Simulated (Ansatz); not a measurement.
# ClH2NbO3: the cost of one run

Computed with Ansatz 0.2.0, Gaussian basis. Level: the settings change from run to run.

### 1 The geometry

The geometry comes from an earlier relaxation with PBE0-D4 in a triple-zeta def2 set; it is a stationary point, not always the lowest conformer. Nb takes a core potential in def2 sets; no spin-orbit term is included.

SMILES `[O]=[Nb]([OH])([OH])[Cl]`, 7 atoms, charge 0, spin multiplicity 1.

Atoms are counted from 1 here; the program's logs count them from 0.

Bond lengths: O1–Nb2 1.689 Å, Nb2–O3 1.886 Å, Nb2–O4 1.886 Å, Nb2–Cl5 2.309 Å, O3–H6 0.959 Å, O4–H7 0.959 Å. Angles: O1–Nb2–O3 108.5°, O1–Nb2–O4 108.5°, O1–Nb2–Cl5 108.7°, O3–Nb2–O4 109.7°, O3–Nb2–Cl5 110.7°, O4–Nb2–Cl5 110.7°, Nb2–O3–H6 129.8°, Nb2–O4–H7 129.8°.

### 2 RPBE/cc-pVTZ-DK

Set apart from the defaults: a point charge of 1.00 e beside it, high accuracy, the search for lower states set to off.

Contents of in.yaml:

```yaml
crystal:
  periodic: [false, false, false]
  atoms:
    - {symbol: O, position_ang: [-1.235208, -1.269978, 0.156303]}
    - {symbol: Nb, position_ang: [-0.270817, 0.114870, 0.079047]}
    - {symbol: O, position_ang: [1.156101, -0.082714, 1.296240]}
    - {symbol: O, position_ang: [0.405536, 0.274365, -1.674168]}
    - {symbol: Cl, position_ang: [-1.564671, 1.947134, 0.626341]}
    - {symbol: H, position_ang: [1.336989, -0.788316, 1.919781]}
    - {symbol: H, position_ang: [0.233469, -0.263260, -2.449244]}
basis:
  gaussian: {orbitals: cc-pVTZ-DK, point_charges: [{charge: 1.00, position_ang: [4.036, -0.354, 0.132]}]}
hamiltonian: {xc: {name: RPBE}}
accuracy: high
scf: {lower_state_search: off}
output: {forces: true}
```

Run with:

```sh
ansatz run in.yaml --threads 4 --pin off --events-out ev --progress --plain --max-ram 10444MiB
```

What time and memory should one allow on 4 threads of AMD EPYC 7B13, shared host?

About 18 s, with a peak of 1.1 GiB.
